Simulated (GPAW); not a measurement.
Write an ASE script for GPAW 26.7.0 that does the following.

| Quantity | Value |
| --- | --- |
| Task | single point |
| Functional | PBE |
| Potentials or basis | GPAW PAW data sets (gpaw-data 1.2.1), other valence |
| Cutoff | 450 eV |
| Basis | pw |
| k mesh | 6 × 6 × 6 |
| Occupations | fermi-dirac, width 0.05 eV |
| Spin | no spin polarisation |
| Maxiter | 120 |
| Convergence | default |
| Data set | Te 16 |

The structure of BiTe lies in BiTe.cif:

```cif
data_BiTe
_cell_length_a 4.33940586
_cell_length_b 4.33940586
_cell_length_c 4.33940586
_cell_angle_alpha 67.87718201
_cell_angle_beta 67.87718201
_cell_angle_gamma 67.87718201
_space_group_name_H-M_alt 'P1'
_space_group_name_Hall 'P 1'
_space_group_IT_number 1
loop_
_space_group_symop_operation_xyz
'x,y,z'
loop_
_atom_site_label
_atom_site_type_symbol
_atom_site_symmetry_multiplicity
_atom_site_Wyckoff_symbol
_atom_site_fract_x
_atom_site_fract_y
_atom_site_fract_z
_atom_site_occupancy
Bi1 Bi 1 a 0.5000000000 0.5000000000 0.5000000000 1
Te1 Te 1 a 0.0000000000 0.0000000000 0.0000000000 1
```

The cell comes from a database or a generator and needn't be the stable form of this composition.

One way to write it, as run:

run.py

```python
from ase.dft.bandgap import bandgap
from ase.io import read, write
from ase.units import GPa
from gpaw import GPAW, PW

atoms = read('BiTe.cif')

calc = GPAW(mode=PW(450),
            xc='PBE',
            kpts={'size': (6, 6, 6), 'gamma': True},
            occupations={'name': 'fermi-dirac', 'width': 0.05},
            setups={'Te': '16'},
            nbands=-10,
            maxiter=120,
            txt='gpaw.txt')
atoms.calc = calc
energy = atoms.get_potential_energy()
forces = atoms.get_forces()
stress = atoms.get_stress()
calc.write('gs.gpw')
write('result.traj', atoms)
print(f'Energy: {energy:.6f} eV')
print('Forces (eV/A):')
print(forces.round(4))
print('Stress (GPa):', (stress / GPa).round(3))
print('Fermi level:', round(calc.get_fermi_level(), 4), 'eV')
print(f'Gap: {bandgap(calc)[0]:.4f} eV, direct: {bandgap(calc, direct=True)[0]:.4f} eV')
```

Potentials or basis: GPAW PAW data sets (gpaw-data 1.2.1), other valence, pw.

Launch:

```sh
$ OMP_NUM_THREADS=1 python run.py
```

It gave:

* Pressure: -0.9 GPa
* Band gap on the k mesh: none (metal or under the smearing width)

Caveat: the cutoff is short for stress and forces, so pressures can be off by a GPa or more; spin-orbit coupling is left out, which moves the levels of the heavy elements.

Run time: 24 s on 1 thread of Arm Neoverse V1, on a shared host, peak memory 0.16 GiB.
